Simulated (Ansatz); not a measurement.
**BaSn5: properties at the relaxed cell**

One table from this session's results is given with a row withheld; the runs are named, their logs left out.

Computed with Ansatz 0.2.0 (DFT PBEsol, scalar-relativistic, plane waves, PAW, unless a step's input says otherwise).

1 further run of the same task is left out (set aside as unsound or not needed).

## The system as given

The structure is hexagonal, space group P6/mmm (No. 191). Conventional cell: a = 5.334 Å, b = 5.334 Å, c = 7.057 Å, α = 90.00°, β = 90.00°, γ = 120.00°. Ba (site symmetry 6/mmm) is surrounded by 14 Sn at 3.53 to 3.70 Å. Around Sn (site symmetry 3m) lie 4 Sn at 2.97 to 3.08 Å. Around Sn (site symmetry 6/mmm) lie 12 Sn at 3.42 Å and 2 Ba at 3.53 Å.

Coordinates:

```cif
data_structure
_symmetry_space_group_name_H-M 'P6/mmm'
_symmetry_Int_Tables_number 191
_cell_length_a 5.3343
_cell_length_b 5.3343
_cell_length_c 7.0571
_cell_angle_alpha 90.000
_cell_angle_beta 90.000
_cell_angle_gamma 120.000
_cell_volume 173.90
loop_
_atom_site_label
_atom_site_type_symbol
_atom_site_symmetry_multiplicity
_atom_site_Wyckoff_symbol
_atom_site_fract_x
_atom_site_fract_y
_atom_site_fract_z
_atom_site_occupancy
Ba1 Ba 1 b 0.00000 0.00000 0.50000 1
Sn1 Sn 4 h 0.66667 0.33333 0.78954 1
Sn2 Sn 1 a 0.00000 0.00000 0.00000 1
```

It goes back to an entry of the Materials Project.

It is the result of an earlier relaxation at this level (volume 28.98 Å³/atom; gap on the mesh: none (metal)).

Set-up of the first run:

input.yaml

```yaml
crystal:
  lattice:
    - [5.3342901969, 0.0, 0.0]
    - [-2.6671450985, 4.6196308217, 0.0]
    - [0.0, 0.0, 7.0570545361]
  atoms:
    - { symbol: Ba, position: [0.0, 0.0, 0.5] }
    - { symbol: Sn, position: [0.6666666667, 0.3333333333, 0.7895441555] }
    - { symbol: Sn, position: [0.0, 0.0, 0.0] }
    - { symbol: Sn, position: [0.6666666667, 0.3333333333, 0.2104558445] }
    - { symbol: Sn, position: [0.3333333333, 0.6666666667, 0.2104558445] }
    - { symbol: Sn, position: [0.3333333333, 0.6666666667, 0.7895441555] }
basis:
  ecutwfc: 420
kpoints:
  mp_grid: { grid: [12, 12, 6] }
  band_path:
    path:
      - [[0.0, 0.0, 0.0], [0.5, 0.0, 0.0], [0.33333333, 0.33333333, 0.0], [0.0, 0.0, 0.0], [0.0, 0.0, 0.5], [0.5, 0.0, 0.5], [0.33333333, 0.33333333, 0.5], [0.0, 0.0, 0.5]]
      - [[0.5, 0.0, 0.5], [0.5, 0.0, 0.0]]
      - [[0.33333333, 0.33333333, 0.5], [0.33333333, 0.33333333, 0.0]]
    npoints: 14
hamiltonian:
  xc: pbesol
scf:
  occupations: { method: gaussian, width: 0.1 }
  n_extra_bands: 15
output:
  forces: true
  stress: true
  eigenvalues: true
  populations: true
  dos: { projected: true, de: 0.02, nscf_kmesh: { grid: [18, 18, 9] } }
  bader: true
  write_density: true
  write_potential: true
  elf: true
  volumetric_format: npy
```

On the command line:

```console
> ansatz run input.yaml --threads 2 --pin off --max-ram 5120MiB --backend cpu --events-out ev --progress --plain --runs-dir out
```

Among the steps run: Bands, states and charges; Volume × 0.97; Point at V/V0 = 1.03; The cell scaled to 0.94 of its volume; The cell scaled to 1.06 of its volume.

One table of the session follows, with a row left open; its other results are not shown here.

It belongs to the step «Energy against volume». 

```
volume (Å³/atom)  energy above the lowest point (meV/atom)  pressure (GPa)
          27.245                                      15.0            2.94
          28.114                                         ?               ?
          28.984                                       0.0            0.00
          29.853                                       3.2           -1.13
          30.723                                      11.9           -2.06
```

Estimate the missing values for volume (Å³/atom) = 28.114.

Worked estimate for «energy above the lowest point (meV/atom)». A straight line through the neighbours (27.245, 15.0) and (28.984, 0.0) gives 15.0 + (0.0 − 15.0) × (28.114 − 27.245) / (28.984 − 27.245) = 7.5; a parabola fitted to 3 rows on both sides gives 3.9.

**Answer.** energy above the lowest point (meV/atom): 3.5; pressure (GPa): 1.33. In «energy above the lowest point (meV/atom)» the line misses by +4.0 and the parabola by +0.4.
